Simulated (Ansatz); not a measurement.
**C₂H₇OSi radical: how energies converge with the basis set**

Aim: see how fast density functionals converge with the basis set for C₂H₇OSi radical.

Method: one geometry, several basis sets; program: Ansatz 0.2.0, Gaussian basis.

Plan: PBE0-D4/def2-SVP; ωB97M-V/def2-SVP; PBE0-D4/def2-QZVPP; ωB97M-V/def2-QZVPP; the functionals' def2-TZVPP values are taken from earlier runs.

## (1) The geometry

All runs share one geometry, relaxed beforehand with PBE0-D4 in a triple-zeta def2 set.

SMILES `CC[SiH]O`, 11 atoms, charge 0, spin multiplicity 2.

Atoms are counted from 1 here; the program's logs count them from 0.

Bond lengths: C1–C2 1.525 Å, C1–H5 1.093 Å, C1–H6 1.093 Å, C1–H7 1.093 Å, C2–Si3 1.873 Å, C2–H8 1.097 Å, C2–H9 1.094 Å, Si3–O4 1.657 Å, Si3–H10 1.504 Å, O4–H11 0.958 Å. Angles: C2–C1–H5 111.4°, C2–C1–H6 111.5°, C2–C1–H7 111.5°, H5–C1–H6 107.5°, H5–C1–H7 107.4°, H6–C1–H7 107.3°, C1–C2–Si3 113.2°, C1–C2–H8 110.8°, C1–C2–H9 110.9°, Si3–C2–H8 106.8°, Si3–C2–H9 108.6°, H8–C2–H9 106.2°, C2–Si3–O4 106.6°, C2–Si3–H10 110.4°, O4–Si3–H10 110.3°, Si3–O4–H11 117.1°.

## (2) PBE0-D4 in def2-SVP

Input file in.yaml:

```yaml
crystal:
  periodic: [false, false, false]
  atoms:
    - {symbol: C, position_ang: [-0.501265, 1.512304, -0.336698]}
    - {symbol: C, position_ang: [-0.350019, 0.009666, -0.549405]}
    - {symbol: Si, position_ang: [0.332745, -0.882977, 0.948778]}
    - {symbol: O, position_ang: [0.559527, -2.461137, 0.496914]}
    - {symbol: H, position_ang: [-0.870554, 2.007123, -1.238047]}
    - {symbol: H, position_ang: [-1.203668, 1.734196, 0.470736]}
    - {symbol: H, position_ang: [0.452600, 1.978389, -0.075733]}
    - {symbol: H, position_ang: [0.333445, -0.199560, -1.381709]}
    - {symbol: H, position_ang: [-1.308297, -0.444634, -0.819015]}
    - {symbol: H, position_ang: [1.638010, -0.269243, 1.373274]}
    - {symbol: H, position_ang: [0.982875, -3.041025, 1.131503]}
basis:
  gaussian: {orbitals: def2-SVP}
magnetization: {spin_polarized: true, initial_magnetization: 1}
hamiltonian: {xc: pbe0, dispersion: d4}
output: {orbitals: {seedname: orbitals}}
```

Further steps of the session: ωB97M-V in def2-SVP; PBE0-D4 in def2-QZVPP; ωB97M-V in def2-QZVPP.

Q: Predict the results of all the runs planned. Wanted: PBE0-D4: double and triple zeta above quadruple; ωB97M-V: double and triple zeta above quadruple.

**Answer**, as computed:

| quantity | value |
| --- | --- |
| PBE0-D4: double and triple zeta above quadruple | 8.42, 0.53 eV |
| ωB97M-V: double and triple zeta above quadruple | 8.63, 0.51 eV |

**Reading.** For PBE0-D4 the step from double to triple zeta gains 7.89 eV and the next only 0.53 eV. These are total energies; as a rule much of such shifts cancels in differences, which this series doesn't test.
